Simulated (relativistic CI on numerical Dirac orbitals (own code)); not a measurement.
# Pr XLII (Pr⁴¹⁺): levels and lines

Aim: the low levels of Pr⁴¹⁺, their labels and the strongest lines; further runs change one setting each.

The numbers are computed with relativistic CI on numerical Dirac orbitals (own code) version 4 (Dirac-Coulomb-Breit CI, KLI orbitals optimised for each configuration, model QED (radiative potential, 1s self-energy scaled to tabulated hydrogen-like ionisation energies)), except any that are marked as measured or tabulated.

### 1 What is computed

- ion: Pr⁴¹⁺ (Pr XLII)
- nuclear charge: 59
- electrons: 18
- isotope: A = 141
- first configuration typed: [Ne] 3s2 3p6

Outer shells as boxes (Hund's rule):

first configuration typed
```
[Ne] core
3s [↑↓]
3p [↑↓][↑↓][↑↓]
```

### 2 Base run

Input settings:

```ini
atom Pr  Z=59  charge=41  electrons=18
nucleus A=141  rms_radius_fm=4.8919
hamiltonian dirac-coulomb  breit=on  qed=on  c_scale=1
orbitals kli  potential=per-configuration
slater_scale 1
correlation none
mixing on
configurations
  [Ne] 3s2 3p6
  [Ne] 3s2 3p5 3d
  [Ne] 3s 3p6 3d
  [Ne] 3s2 3p5 4s
  [Ne] 3s2 3p5 4p
  [Ne] 3s2 3p5 4d
  [Ne] 3p6 3d 4p
  [Ne] 3s 3p6 4s
  [Ne] 3s2 3p5 4f
  [Ne] 3s 3p6 4p
  [Ne] 3s 3p6 4d
  [Ne] 3s 3p6 4f
  [Ne] 3s2 3p5 5s
  [Ne] 3s2 3p5 5p
  [Ne] 3s2 3p5 5d
  [Ne] 3s2 3p5 5f
  [Ne] 3s2 3p5 5g
  [Ne] 3s 3p6 5s
  [Ne] 3s 3p6 5p
  [Ne] 3s 3p6 5d
  [Ne] 3s 3p6 5f
  [Ne] 3p6 3d2
  [Ne] 3p5 3d3
  [Ne] 3p5 3d2 4s
  [Ne] 3p5 3d2 4p
  [Ne] 3p5 3d2 4d
  [Ne] 3p6 3d 4s
  [Ne] 3p5 3d 4s2
  [Ne] 3p5 3d 4s 4p
  [Ne] 3p5 3d 4s 4d
  [Ne] 3p6 4s2
  [Ne] 3p5 4s2 4p
  [Ne] 3p5 4s2 4d
end
```

The run is started by

```
$ python run_levels.py task.json out
```

task.json lists these runs, among others, and the program works through them in turn.

### 3 Without configuration mixing

Settings: those of step 2 with these lines changed.

```diff
@@ -6,3 +6,3 @@
 correlation none
-mixing on
+mixing off
 configurations
```

### 4 One common potential

Settings: those of step 3 with these lines changed.

```diff
@@ -3,6 +3,6 @@
 hamiltonian dirac-coulomb  breit=on  qed=on  c_scale=1
-orbitals kli  potential=per-configuration
+orbitals kli  potential=mean
 slater_scale 1
 correlation none
-mixing off
+mixing on
 configurations
```

(Steps that only read results are left out.)

Q: Predict the outcome of this session. Wanted: lowest level; first excitation; lowest level of the other parity; fastest E1 line; ionisation energy.

As calculated:

| run | time | mean size of shift, levels followed (cm⁻¹) | lowest level | ionisation energy (eV) |
| --- | --- | --- | --- | --- |
| main run | 1.8 s | 0 | 3p6 1S0 | 3227.6 |
| without configuration mixing | 1.8 s | 592 | 3p6 1S0 | - |
| one common potential | 1.4 s | 592 | 3p6 1S0 | - |

The tabulated theoretical ionisation energy (NIST) is 3227 eV.

| quantity | value |
| --- | --- |
| lowest level | 3p6 1S0 |
| first excitation | 3p5 3d 3P°0, 176.11 eV |
| lowest level of the other parity | 3p5 3d 3P°0, 176.11 eV |
| levels in the model | 1357 |
| fastest E1 line (by rate) to the lowest level among the lowest 400 of 1357 levels | 0.7688 nm, from 3p5 4d [3p3/2^3 4d5/2] J=1° |
| ionisation energy | 3227.6 eV |
| ionisation energy, tabulated theoretical (NIST) | 3227 eV |

In words: 3p6 1S0 comes out lowest; its LS label holds 100 % and its jj label 100 %; over the low levels the means are 70 and 97 %, so jj coupling describes them better. The ionisation energy agrees with the tabulated theoretical value within its uncertainty of 4 eV. Of the changes tried, the run «one common potential» moves the low levels most, by 592 cm⁻¹ on average. Lifetimes count radiative decay inside the model alone.
